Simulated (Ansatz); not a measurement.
# AgYS2: a single-point run

Aim: a sound single-point run of AgYS2. The structure is shown as the input types it. The cell is built on a prototype (ordering on rocksalt) and needn't be the phase found in nature.

Program: Ansatz 0.2.0. Level of theory: density functional or hybrid calculation with the settings of its input, plane waves (as first typed). These are calculated values, not measurements.

4 further runs of the same task are left out: 1 for a known fault of the program, 3 that didn't finish.

## Step 1: The structure to begin with

The structure is trigonal, space group R-3m (No. 166). The conventional cell has a = 4.006 Å, b = 4.006 Å, c = 18.517 Å, α = 90.00°, β = 90.00°, γ = 120.00°. Around Ag (site symmetry -3m) lie 6 S at 2.81 Å. Y (site symmetry -3m) has 6 S at 2.75 Å as nearest neighbours. S (site symmetry 3m) has 3 Y at 2.75 Å and 3 Ag at 2.81 Å as nearest neighbours.

As a file:

```xyz
4
Lattice="2.0029 1.1564 6.1724 -2.0029 1.1564 6.1724 0.0000 -2.3127 6.1724" Properties=species:S:1:pos:R:3 pbc="T T T"
Ag    2.0029    1.1564    6.1724
Y     0.0000    0.0000    9.2585
S     0.0000    0.0000    4.5713
S     0.0000    0.0000   13.9458
```

## Step 2: Running it

Contents of input.yaml:

```yaml
crystal:
  lattice:
    - [2.0028867195, 1.1563671866, 6.1723535502]
    - [-2.0028867195, 1.1563671866, 6.1723535502]
    - [0.0, -2.3127343733, 6.1723535502]
  atoms:
    - { symbol: Ag, position: [1.0, 0.0, 0.0] }
    - { symbol: "Y", position: [0.5, 0.5, 0.5] }
    - { symbol: S, position: [0.2468695355, 0.2468695355, 0.2468695355] }
    - { symbol: S, position: [0.7531304645, 0.7531304645, 0.7531304645] }
kpoints:
  mp_grid: { grid: [6, 6, 6] }
hamiltonian:
  xc: r2scan
scf:
  occupations: { method: fixed }
  n_extra_bands: 5
  convergence: { dr2_threshold: 0.01 }
  max_iter: 66
output:
  forces: true
  stress: true
  eigenvalues: true
```

On the command line:

```sh
$ ansatz run input.yaml --threads 4 --pin off --max-ram 3686MiB --backend cpu --events-out ev --progress --plain --runs-dir out
```

Q: Will this input give a usable result? If not, why, and what should change?

The run converged and reported no error, with warnings (force scf threshold loose, stress scf threshold loose). Its log warns: «scf.convergence.dr2_threshold = 1e-2 eV is looser than this run's default, which is 1e-7 eV or tighter. The error in the forces grows as the threshold's square root ...»

The threshold asked is loose, but the program put off the close and ended at dr2 = 9.8e-8, so little accuracy was lost here.

The test: delete scf.convergence.dr2_threshold (the default then holds).
